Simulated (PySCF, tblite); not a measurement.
**C₅H₁₁O₂Si radical: geometry, infrared bands and EPR parameters**

Wanted: the infrared bands and EPR parameters of C₅H₁₁O₂Si radical (`CCO[SiH2]O[C]1CC1`), by calculation.

The runs use tblite 0.8.0 and PySCF 2.14.0, with density-fitted response routines of our own; the level of theory stands in each step. All values are computed, except where a source is named. Atoms count from 0, in the outputs and in this text.

### Step 1. The molecule as given

19 atoms, charge 0, multiplicity 2; geometry from: force field or distance geometry start.

Bonds of the start (Å): C0–C1 1.52, C1–O2 1.41, O2–Si3 1.70, Si3–O4 1.71, O4–C5 1.38, C5–C6 1.52, C6–C7 1.51, C7–C5 1.53, C0–H8 1.12, C0–H9 1.11, C0–H10 1.12, C1–H11 1.11, C1–H12 1.09, Si3–H13 1.48, Si3–H14 1.47, C6–H15 1.12, C6–H16 1.10, C7–H17 1.09, C7–H18 1.11.

### Step 2. Geometry optimisation with GFN2-xTB

The job: settings as JSON, then the geometry in Å.

```
{"job": {"kind": "relax", "xc": "GFN2-xTB", "basis": "xTB"}, "charge": 0, "multiplicity": 2}
C     -3.532300     0.522900     0.574900
C     -2.456200    -0.196500    -0.217300
O     -1.230100     0.178800     0.371700
Si     0.047300    -0.582800    -0.461400
O      1.251200    -0.999200     0.686300
C      2.038600     0.069500     1.070800
C      2.930900     0.736900     0.030500
C      3.533500    -0.261100     0.987200
H     -3.544000     1.603500     0.298000
H     -3.411800     0.446700     1.673500
H     -4.515500     0.097700     0.255800
H     -2.598300    -1.296200    -0.211900
H     -2.519200     0.187100    -1.240000
H     -0.517600    -1.800000    -1.088100
H      0.676700     0.290400    -1.466900
H      3.274800     1.784900     0.238200
H      2.664000     0.465400    -1.002400
H      4.082600     0.038100     1.882200
H      3.815600    -1.276800     0.641700
```

Started as:

```console
OMP_NUM_THREADS=1 python probes_run.py task.json out
```

One launch serves the whole session: the jobs run in the order shown.

**Question.** This job is followed by: GFN2-xTB harmonic vibrations, gas phase; UKS B3LYP, pcH-1 on C H O Si, non-relativistic, mean-field spin-orbit, GIAO. What will the session give for the following? strongest single infrared mode (GFN2-xTB); zero-point energy (GFN2-xTB); g(iso) (B3LYP); ⟨S²⟩; largest a(iso) (averaged by class); potential on the surface of density 0.002 e/bohr³, 1st and 99th percentile.

**Answer**, as computed:

| quantity | value |
| --- | --- |
| strongest single infrared mode (GFN2-xTB) | 1181 cm⁻¹, 398 km/mol |
| zero-point energy (GFN2-xTB) | 93.0 kcal/mol |
| g(iso) (B3LYP) | 2.00325 |
| ⟨S²⟩ | 0.753 (exact 0.75) |
| largest a(iso) (averaged by class) | 13C on C5, 410.0 MHz |
| potential on the surface of density 0.002 e/bohr³, 1st and 99th percentile | -1.52 V and 1.25 V |

In words: The optimisation took 174 steps and gained 1.265 eV; among the close pairs (by a distance rule), O2–Si3 changed most, from 1.705 to 1.606 Å. The lowest mode is imaginary (40i cm⁻¹), so the xTB geometry is not a minimum: the zero-point energy counts the real modes alone, and all values at this geometry belong to a saddle point. The strongest single mode, at 1181 cm⁻¹, is spread over many atoms; the largest shares are those of O2, C1. Unscaled tight-binding wavenumbers are off by several per cent, some by more. Its intensities can rank the bands wrongly. Most of the unpaired spin sits on C5 (0.82 e). The isotropic g lies 0.9 ppt above the free-electron value. These values are for one conformer; the search (at its own cheap level) found 2 more, at 1.10, 1.20 kcal/mol, and measured spectra average over such forms.
